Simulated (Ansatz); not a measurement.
# YHgTe2: the cost of one run

Method: DFT PBE, scalar-relativistic, plane waves, PAW, in Ansatz 0.2.0.

### 1 The system as given

Symmetry: P6/mmm, No. 191, hexagonal system. The conventional cell has a = 4.331 Å, b = 4.331 Å, c = 8.271 Å, α = 90.00°, β = 90.00°, γ = 120.00°. Around Y (site symmetry 6/mmm) lie 2 Te at 2.13 Å. Hg (site symmetry 6/mmm) is surrounded by 2 Te at 2.01 Å. Te (site symmetry 6mm) is surrounded by 1 Hg at 2.01 Å and 1 Y at 2.13 Å.

Structure file:

```cif
data_structure
_symmetry_space_group_name_H-M 'P6/mmm'
_symmetry_Int_Tables_number 191
_cell_length_a 4.3313
_cell_length_b 4.3313
_cell_length_c 8.2709
_cell_angle_alpha 90.000
_cell_angle_beta 90.000
_cell_angle_gamma 120.000
_cell_volume 134.38
loop_
_atom_site_label
_atom_site_type_symbol
_atom_site_symmetry_multiplicity
_atom_site_Wyckoff_symbol
_atom_site_fract_x
_atom_site_fract_y
_atom_site_fract_z
_atom_site_occupancy
Y1 Y 1 b 0.00000 0.00000 0.50000 1
Hg1 Hg 1 a 0.00000 0.00000 0.00000 1
Te1 Te 2 e 0.00000 0.00000 0.24279 1
```

A structure generator made this guess: random cell by space group and Wyckoff sites (P6/mmm, No. 191). The dimensions are guesses.

### 2 The guess as it stands, on a coarse mesh

The input, input.yaml:

```yaml
crystal:
  lattice:
    - [4.33132441, 0.0, 0.0]
    - [-2.1656622, 3.75103697, 0.0]
    - [0.0, 0.0, 8.27089567]
  atoms:
    - { symbol: "Y", position: [0.0, 0.0, 0.5] }
    - { symbol: Hg, position: [0.0, 0.0, 0.0] }
    - { symbol: Te, position: [0.0, 0.0, 0.24279444] }
    - { symbol: Te, position: [0.0, 0.0, 0.75720556] }
basis:
  ecutwfc: 420
kpoints:
  mp_grid: { grid: [6, 6, 2] }
hamiltonian:
  xc: pbe
scf:
  occupations: { method: gaussian, width: 0.1 }
  lower_state_search: "off"
output:
  forces: true
  stress: true
  eigenvalues: true
```

The run is started by

```console
> ansatz run input.yaml --threads 1 --pin off --max-ram 2560MiB --backend cpu --events-out ev --progress --plain --runs-dir out
```

Q: Estimate wall time and peak memory on 1 thread of Arm Neoverse V1, shared host.

About 5.5 s, with a peak of 0.41 GiB.
